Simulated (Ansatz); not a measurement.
# GdPd3: the cost of one run

All numbers are computed with the Python package of Ansatz 0.2.0. The levels of theory stand in the script.

### 1 The structure

The structure is cubic, space group Pm-3m (No. 221). Conventional cell: a = 4.080 Å, b = 4.080 Å, c = 4.080 Å, α = 90.00°, β = 90.00°, γ = 90.00°. Gd (site symmetry m-3m) has 12 Pd at 2.88 Å as nearest neighbours. Pd (site symmetry 4/mmm) has 4 Gd at 2.88 Å and 8 Pd at 2.88 Å as nearest neighbours.

No structure file is read: the coordinates are typed or built in the script.

### 2 The code

gdpd3_lattice.py

```python
"""How the lattice of GdPd3 depends on the functional."""

from dataclasses import dataclass

import ansatz as az
import numpy as np
from pymatgen.core import Lattice, Structure
from pymatgen.io.ase import AseAtomsAdaptor


@dataclass
class RunConfig:
    k_density: float = 4.1
    occupations: str = "Fermi-Dirac"
    tolerance: float = 1e-09
    force_tol: float = 0.03


settings = RunConfig()

def edges_and_angles(cell):
    cell = np.asarray(cell)
    a, b, c = np.linalg.norm(cell, axis=1)
    cosines = cell[1] @ cell[2] / (b * c), cell[0] @ cell[2] / (a * c), cell[0] @ cell[1] / (a * b)
    return (a, b, c, *np.degrees(np.arccos(cosines)))

pmg_structure = Structure(
    Lattice([[4.08, 0.0, 0.0], [0.0, 4.08, 0.0], [0.0, 0.0, 4.08]]),
    ["Gd", "Pd", "Pd", "Pd"],
    [
        [0.0, 0.0, 0.0],
        [0.0, 0.5, 0.5],
        [0.5, 0.0, 0.5],
        [0.5, 0.5, 0.0],
    ],
)
gdpd3 = az.Crystal.from_ase(AseAtomsAdaptor.get_atoms(pmg_structure)).moments(Gd=7)

model = (
    gdpd3.calculation()
    .kpoints(density=settings.k_density)
    .occupations(settings.occupations)
    .spin("collinear")
    .scf(tolerance=settings.tolerance)
    .relax(cell=True, force_tolerance=settings.force_tol)
)

levels = [("lda", "none"), ("pbesol", "none"), ("blyp", "d3bj")]
print("level            a       b       c    alpha   beta  gamma  V/atom  steps")
for name, dispersion in levels:
    seen = []
    run = model.functional(name, dispersion=dispersion).session().plan()
    out = run.execute(on_event=lambda e: seen.append(e) if e["event"] == "relax_step" else None)
    cell = out.lattice.cell_ang
    label = name if dispersion == "none" else f"{name}+{dispersion}"
    print("{:13s} {:7.4f} {:7.4f} {:7.4f} {:6.2f} {:6.2f} {:6.2f}".format(label, *edges_and_angles(cell)), f"{abs(np.linalg.det(cell)) / len(out.lattice.sites):7.3f} {len(seen):5d}")
```

### 3 The calls as engine input

The engine receives this input (first run):

```yaml
crystal:
  lattice:
    - [4.08, 0.0, 0.0]
    - [0.0, 4.08, 0.0]
    - [0.0, 0.0, 4.08]
  atoms:
    - { symbol: Gd, position: [0.0, 0.0, 0.0] }
    - { symbol: Pd, position: [0.0, 0.5, 0.5] }
    - { symbol: Pd, position: [0.5, 0.0, 0.5] }
    - { symbol: Pd, position: [0.5, 0.5, 0.0] }
kpoints:
  mp_grid:
    kspacing: 0.24390243902439027
hamiltonian:
  xc: lda
  dispersion: none
magnetization:
  spin_polarized: true
  per_species:
    Gd: 7.0
scf:
  convergence:
    dr2_threshold: 1.0e-09
  occupations:
    method: fermi_dirac
relax:
  f_tol: 0.03
  cell: {}
```

### 4 Launch

On the command line:

```sh
> python gdpd3_lattice.py
```

Q: Estimate wall time and peak memory on 1 thread of Arm Neoverse V1, shared host.

About 2 min, with a peak of 0.59 GiB.
